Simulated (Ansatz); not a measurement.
# C3H8Cd: how energies converge with the basis set

One table from this session's results is given with a row withheld; the runs are named, their logs left out.

Program: Ansatz 0.2.0, Gaussian basis. Level of theory: one geometry, several basis sets. These are calculated values, not measurements.

The runs, in order: PBE0-D4/def2-SVP; ωB97M-V/def2-SVP; PBE0-D4/def2-QZVPP; ωB97M-V/def2-QZVPP; the functionals' def2-TZVPP values are taken from earlier runs.

### The relaxed structure

The geometry comes from an earlier relaxation with PBE0-D4 in a triple-zeta def2 set; it is a stationary point, not always the lowest conformer. Cd takes the def2 core potential; no spin-orbit term is included.

SMILES `C[CH2][Cd][CH3]`, 12 atoms, charge 0, spin multiplicity 1.

Atoms are counted from 1 here; the program's logs count them from 0.

Bond lengths: C1–C2 1.526 Å, C1–H5 1.094 Å, C1–H6 1.096 Å, C1–H7 1.094 Å, C2–Cd3 2.129 Å, C2–H8 1.095 Å, C2–H9 1.095 Å, Cd3–C4 2.117 Å, C4–H10 1.092 Å, C4–H11 1.092 Å, C4–H12 1.092 Å. Angles: C2–C1–H5 112.0°, C2–C1–H6 111.8°, C2–C1–H7 112.0°, H5–C1–H6 106.8°, H5–C1–H7 106.9°, H6–C1–H7 106.8°, C1–C2–Cd3 115.2°, C1–C2–H8 110.3°, C1–C2–H9 110.3°, Cd3–C2–H8 107.4°, Cd3–C2–H9 107.4°, H8–C2–H9 105.9°, C2–Cd3–C4 180.0°, Cd3–C4–H10 110.6°, Cd3–C4–H11 110.6°, Cd3–C4–H12 110.6°, H10–C4–H11 108.3°, H10–C4–H12 108.3° and more.

Set-up of the first run:

Input file in.yaml:

```yaml
crystal:
  periodic: [false, false, false]
  atoms:
    - {symbol: C, position_ang: [-1.325637, 1.594522, 0.786577]}
    - {symbol: C, position_ang: [-0.706305, 0.273341, 1.232232]}
    - {symbol: Cd, position_ang: [0.523389, -0.684934, -0.217715]}
    - {symbol: C, position_ang: [1.746306, -1.638498, -1.658751]}
    - {symbol: H, position_ang: [-1.965902, 1.472204, -0.091434]}
    - {symbol: H, position_ang: [-1.946479, 2.039852, 1.572915]}
    - {symbol: H, position_ang: [-0.566019, 2.336216, 0.524512]}
    - {symbol: H, position_ang: [-0.097525, 0.423562, 2.129472]}
    - {symbol: H, position_ang: [-1.490062, -0.435966, 1.516532]}
    - {symbol: H, position_ang: [2.447776, -0.927032, -2.099520]}
    - {symbol: H, position_ang: [1.137452, -2.061711, -2.460441]}
    - {symbol: H, position_ang: [2.320005, -2.446753, -1.200278]}
basis:
  gaussian: {orbitals: def2-SVP}
hamiltonian: {xc: pbe0, dispersion: d4}
output: {orbitals: {seedname: orbitals}}
```

Run with:

```
$ ansatz run in.yaml --threads 4 --pin off --events-out ev --progress --plain --max-ram 10444MiB
```

Among the steps run: PBE0-D4 in def2-SVP; ωB97M-V in def2-SVP; PBE0-D4 in def2-QZVPP; ωB97M-V in def2-QZVPP.

One table of the session follows, with a row left open; its other results are not shown here.

It belongs to the step «Functionals by basis». 

| functional | basis | HOMO (eV) | LUMO (eV) |
| --- | --- | --- | --- |
| PBE0-D4 | def2-SVP | -6.44 | -0.06 |
| PBE0-D4 | def2-TZVPP | ? | ? |
| PBE0-D4 | def2-QZVPP | -6.50 | -0.25 |
| ωB97M-V | def2-SVP | -8.56 | 1.23 |
| ωB97M-V | def2-TZVPP | -8.60 | 1.17 |
| ωB97M-V | def2-QZVPP | -8.61 | 0.76 |

**Question.** Estimate the row for PBE0-D4, def2-TZVPP.

The run gave: HOMO (eV): -6.48; LUMO (eV): -0.11. In the column «HOMO (eV)» it lies between PBE0-D4, def2-QZVPP (-6.50) and PBE0-D4, def2-SVP (-6.44).
